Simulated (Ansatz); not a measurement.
# LaNi2Ge2: the cost of one run

Method: DFT PBEsol, scalar-relativistic, plane waves, PAW, in Ansatz 0.2.0.

## Step 1: The starting structure

Symmetry: I4/mmm, No. 139, tetragonal system. Conventional cell: a = 4.184 Å, b = 4.184 Å, c = 9.882 Å, α = 90.00°, β = 90.00°, γ = 90.00°. Around La (site symmetry 4/mmm) lie 8 Ni at 3.24 Å and 10 Ge at 3.25 to 3.59 Å. Around Ni (site symmetry -4m2) lie 4 Ge at 2.37 Å. Ge (site symmetry 4mm) has 4 Ni at 2.37 Å and 1 Ge at 2.70 Å as nearest neighbours.

As a file:

```cif
data_structure
_symmetry_space_group_name_H-M 'P 1'
_symmetry_Int_Tables_number 1
_cell_length_a 5.7590
_cell_length_b 5.7590
_cell_length_c 5.7590
_cell_angle_alpha 137.395
_cell_angle_beta 137.395
_cell_angle_gamma 61.830
_cell_volume 86.51
loop_
_atom_site_label
_atom_site_type_symbol
_atom_site_fract_x
_atom_site_fract_y
_atom_site_fract_z
_atom_site_occupancy
La1 La 0.00000 0.00000 0.00000 1
Ni1 Ni 0.25000 0.75000 0.50000 1
Ni2 Ni 0.75000 0.25000 0.50000 1
Ge1 Ge 0.63661 0.63661 0.00000 1
Ge2 Ge 0.36339 0.36339 0.00000 1
```

Source of the structure: the Materials Project (structure only).

(A quick probe on a coarse mesh, which set the mesh and smearing, is not shown.)

## Step 3: Full relaxation

input.yaml reads:

```yaml
crystal:
  lattice:
    - [-2.0921672571, 2.0921672571, 4.9407751216]
    - [2.0921672571, -2.0921672571, 4.9407751216]
    - [2.0921672571, 2.0921672571, -4.9407751216]
  atoms:
    - { symbol: La, position: [0.0, 0.0, 0.0] }
    - { symbol: Ni, position: [0.25, 0.75, 0.5] }
    - { symbol: Ni, position: [0.75, 0.25, 0.5] }
    - { symbol: Ge, position: [0.63660588, 0.63660588, 0.0] }
    - { symbol: Ge, position: [0.36339412, 0.36339412, 0.0] }
basis:
  ecutwfc: 420
kpoints:
  mp_grid: { grid: [12, 12, 12] }
hamiltonian:
  xc: pbesol
scf:
  occupations: { method: gaussian, width: 0.1 }
output:
  forces: true
  stress: true
  eigenvalues: true
relax:
  adjacent_minimum: "off"
  f_tol: 0.005
  max_steps: 80
  cell: { stress_tol: 0.05 }
```

The run is started by

```sh
> ansatz run input.yaml --threads 2 --pin off --max-ram 5120MiB --backend cpu --events-out ev --progress --plain --runs-dir out
```

Q: Estimate wall time and peak memory on 2 threads of Arm Neoverse N1, shared host.

About 4.2 min, with a peak of 0.79 GiB.
